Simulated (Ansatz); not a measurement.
# Al, space group Im-3m: relaxations under a series of pressures

Program: Ansatz 0.2.0 through its Python package.

Contents of `POSCAR`:
```text
Al
1.0
  -1.59121869    1.59121869    1.59121869
   1.59121869   -1.59121869    1.59121869
   1.59121869    1.59121869   -1.59121869
Al
1
Direct
   0.00000000    0.00000000    0.00000000
```

Run as a notebook:

**Cell 1**
```python
import ansatz
from ase.io import read
import numpy as np
import pandas as pd
```

**Cell 2**
```python
def edges_and_angles(cell):
    cell = np.asarray(cell)
    a, b, c = np.linalg.norm(cell, axis=1)
    cosines = cell[1] @ cell[2] / (b * c), cell[0] @ cell[2] / (a * c), cell[0] @ cell[1] / (a * b)
    return (a, b, c, *np.degrees(np.arccos(cosines)))
```

**Cell 3**
```python
atoms = read("POSCAR", format="vasp")
system = ansatz.Crystal.from_ase(atoms)
```

**Cell 4**
```python
calc = (
    system.calculation()
    .functional("lda")
    .basis(420)
    .kpoints(13, center="gamma")  # sampling of the Brillouin zone
    .occupations("Marzari-Vanderbilt", width=0.15)  # smearing steadies the SCF of a metal
)
```

**Cell 5**
```python
# H = F + PV, with 1 GPa A^3 = 1/160.21766 eV
rows = []
for pressure in [0, 5, 10, 20]:
    res = calc.relax(cell=True, pressure=pressure, force_tolerance=0.03).run(threads=1)
    cell = res.lattice.cell_ang
    n_atoms = len(res.lattice.sites)
    volume = abs(np.linalg.det(cell)) / n_atoms
    enthalpy = res.report["free_energy_ev"] / n_atoms + pressure * volume / 160.21766
    rows.append((pressure, volume, enthalpy, *edges_and_angles(cell)))
    print(f"{pressure} GPa done: {volume:.4f} A^3/atom")
```
Output:
```text
0 GPa done: 16.1157 A^3/atom
5 GPa done: 15.2419 A^3/atom
10 GPa done: 14.5551 A^3/atom
20 GPa done: 13.5286 A^3/atom
```

**Cell 6**
```python
table = pd.DataFrame(rows, columns=["P_GPa", "V_A3_atom", "H_eV_atom", "a", "b", "c", "alpha", "beta", "gamma"])
print(table.round(4).to_string(index=False))
p, v = np.array([row[0] for row in rows], float), np.array([row[1] for row in rows])
print("mean bulk modulus between rows (GPa):", np.round(-np.diff(p) / np.diff(np.log(v)), 1))
```
Output:
```text
 P_GPa  V_A3_atom  H_eV_atom      a      b      c    alpha     beta    gamma
     0    16.1157  -512.7795 2.7561 2.7561 2.7561 109.4712 109.4712 109.4712
     5    15.2419  -512.2909 2.7053 2.7053 2.7053 109.4712 109.4712 109.4712
    10    14.5551  -511.8264 2.6641 2.6641 2.6641 109.4712 109.4712 109.4712
    20    13.5286  -510.9518 2.5999 2.5999 2.5999 109.4712 109.4712 109.4712
mean bulk modulus between rows (GPa): [ 89.7 108.4 136.7]
```

The volume falls from 16.12 Å³ an atom at 0 GPa to 13.53 at 20 GPa, by 16.1 %. Between 0 and 5 GPa, -V dP/dV is about 90 GPa, a mean over that step.

What to keep in mind:
- Absolute energies stand on the zero of these potentials, so only differences at equal settings mean something.
- At a fixed pressure a relaxation lowers the enthalpy F + PV, while F alone can rise.
- For a metal this k-point mesh is coarse: on a finer one energies can move by several to tens of meV an atom and pressures by half a GPa or more, differences at one mesh by less.
- Edges and angles are those of the cell as typed, here a primitive one, not of the conventional cell.
- This isn't the structure that Al takes at ambient conditions.
- Symmetry holds the cell in this phase, whether or not it is the stable one at each pressure.
- Wall time of the script: 9.2 s on 1 thread of Arm Neoverse V2 (shared host), peak memory 0.42 GiB.
